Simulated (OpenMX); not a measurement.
# BiTe in OpenMX: the effect of dispersion

Crystal: BiTe.

```xyz
2
Lattice="2.4227 1.3988 3.3173 -2.4227 1.3988 3.3173 0.0000 -2.7975 3.3173" Properties=species:S:1:pos:R:3 pbc="T T T"
Bi    0.0000    0.0000    4.9759
Te    0.0000    0.0000    0.0000
```

The cell comes from a database or a generator and needn't be the stable form of this composition.

Alike in all runs:

* Program: OpenMX 3.8.5
* Task: single point
* Functional: PBE
* Potentials or basis: OpenMX 2013 PBE set, Bi8.0-s3p2d2f1, Te7.0-s3p2d2f1, grid cutoff 500 Ry
* k mesh: 5 × 5 × 5
* Occupations: fermi-dirac, width 0.05 eV
* Spin: no spin polarisation

| dispersion | pressure (GPa) |
| --- | --- |
| none | ? |
| D3 | 0.1 |
| D3(BJ) | -0.8 |
| D4 | -0.8 |

**Question.** What does the run with dispersion none give?

**Answer.** Pressure 1.4 GPa.

Caveats: the basis of atomic orbitals isn't converged, which shifts pressures, moduli and gaps; pairwise dispersion overbinds metals, which lowers pressure and volume (some runs).
